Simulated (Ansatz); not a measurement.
**ClFH₄OSi₂: one species, many methods**

One table from this session's results is given with a row withheld; the runs are named, their logs left out.

The runs use Ansatz 0.2.0, Gaussian basis; functionals in def2-TZVPP, the program's frozen cores in correlated methods.

Levels to be run: PBE-D4, r2SCAN-D4, PBE0-D4, B3LYP-D4, ωB97X-V, ωB97M-V, B2PLYP; CCSD(T)/def2-TZVPP; MP2/def2-QZVPP; extrapolation to the limit.

## Structure used throughout

All runs share one geometry, relaxed beforehand with PBE0-D4 in a triple-zeta def2 set.

9 atoms, charge 0, spin multiplicity 1.

Atoms are counted from 1 here; the program's logs count them from 0.

Bond lengths: O1–Si2 1.648 Å, O1–H6 0.959 Å, Si2–Si3 2.351 Å, Si2–H7 1.489 Å, Si2–H8 1.482 Å, Si3–F4 1.597 Å, Si3–Cl5 2.061 Å, Si3–H9 1.482 Å. Angles: Si2–O1–H6 117.0°, O1–Si2–Si3 108.5°, O1–Si2–H7 112.7°, O1–Si2–H8 106.5°, Si3–Si2–H7 107.6°, Si3–Si2–H8 112.0°, H7–Si2–H8 109.6°, Si2–Si3–F4 111.5°, Si2–Si3–Cl5 105.3°, Si2–Si3–H9 117.9°, F4–Si3–Cl5 108.0°, F4–Si3–H9 107.1°, Cl5–Si3–H9 106.6°.

As a file:

```
O     0.8553    1.0271    1.5286
Si    1.0629   -0.1002    0.3440
Si   -1.0285   -0.5482   -0.6317
F    -0.8701   -1.2137   -2.0749
Cl   -1.9219    1.2937   -0.8734
H     0.3605    1.8161    1.2981
H     1.9748    0.3636   -0.7385
H     1.6389   -1.2984    0.9997
H    -1.9833   -1.3862    0.1311
```

Set-up of the first run:

Contents of in.yaml:

```yaml
crystal:
  periodic: [false, false, false]
  atoms:
    - {symbol: O, position_ang: [0.855285, 1.027106, 1.528638]}
    - {symbol: Si, position_ang: [1.062889, -0.100202, 0.344005]}
    - {symbol: Si, position_ang: [-1.028496, -0.548245, -0.631738]}
    - {symbol: F, position_ang: [-0.870054, -1.213660, -2.074942]}
    - {symbol: Cl, position_ang: [-1.921944, 1.293746, -0.873352]}
    - {symbol: H, position_ang: [0.360466, 1.816061, 1.298079]}
    - {symbol: H, position_ang: [1.974803, 0.363558, -0.738494]}
    - {symbol: H, position_ang: [1.638878, -1.298420, 0.999650]}
    - {symbol: H, position_ang: [-1.983327, -1.386244, 0.131055]}
basis:
  gaussian: {orbitals: def2-TZVPP}
hamiltonian: {xc: pbe, dispersion: d4}
output: {forces: true, orbitals: {seedname: orbitals}}
```

Run with:

```sh
$ ansatz run in.yaml --threads 4 --pin off --events-out ev --progress --plain --max-ram 10444MiB
```

Steps of the session up to this table: PBE-D4 (GGA); r2SCAN-D4 (meta-GGA); PBE0-D4 (hybrid); B3LYP-D4 (hybrid); ωB97X-V (range-separated); ωB97M-V (range-separated); B2PLYP (double hybrid); CCSD(T) in def2-TZVPP; MP2 in def2-QZVPP.

One of the session's tables, all rows but one given; the rest of the session is left out.

| method | atomisation energy (kJ/mol) |
| --- | --- |
| PBE-D4 | 3120.8 |
| r2SCAN-D4 | 3118.2 |
| PBE0-D4 | 3070.6 |
| B3LYP-D4 | 3087.5 |
| ωB97X-V | 3132.3 |
| ωB97M-V | 3118.3 |
| B2PLYP | 3063.7 |
| HF/def2-TZVPP | ? |
| MP2/def2-TZVPP | 3096.6 |
| CCSD/def2-TZVPP | 2982.1 |
| CCSD(T)/def2-TZVPP | 3025.9 |
| MP2/CBS | 3201.0 |
| CCSD(T)/CBS | 3130.3 |

Q: Estimate the row for HF/def2-TZVPP from the others.

**Answer.** atomisation energy (kJ/mol): 2293.0. In the column «atomisation energy (kJ/mol)» it is the lowest.
